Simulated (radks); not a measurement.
# Fractional charge and spin in the 4s shell of scandium

One table from this session's results is given with a row withheld; the runs are named, their logs left out.

Program: radks (a radial shooting solver on a logarithmic mesh, Libxc functionals) version 1. Level of theory: non-relativistic Kohn-Sham, LDA (Slater exchange, Perdew-Wang correlation), spin-polarised, spherical densities, point nucleus. These are calculated values, not measurements, unless marked.

## The system

```
element       : scandium (Z = 21)
configuration : [Ar] 3d(up 0.5, down 0.5) 4s(up 1, down 1)
```

A shell typed twice in an input gives spin up, then spin down.

Set-up of the first run:

The run's settings:

```text
Z 21
configuration [Ar] 3d0.5 3d0.5 4s1 4s1
relativity non-relativistic
functional lda,pw
spin polarised
nucleus point
```

Steps of the session up to this table: 4s: up 1, down 1.

One table of the session follows, with a row left open; its other results are not shown here.

It belongs to the step «4s: up 1, down 1». Radial moments (bohr):

| level | <r> | outermost maximum (interpolated) | 90 % within | nodes |
| --- | --- | --- | --- | --- |
| 1s | ? | ? | ? | ? |
| 2s | 0.3472 | 0.287 | 0.540 | 1 |
| 2p | 0.3091 | 0.233 | 0.509 | 0 |
| 3s | 1.084 | 0.932 | 1.63 | 2 |
| 3p | 1.172 | 0.968 | 1.81 | 1 |
| 4s | 3.707 | 3.09 | 5.58 | 3 |
| 3d | 1.833 | 1.09 | 3.30 | 0 |

Q: Estimate the row for 1s from the others.

As computed: <r>: 0.07375; outermost maximum (interpolated): 0.0485; 90 % within: 0.131; nodes: 0. In the column «<r>» it is the lowest.
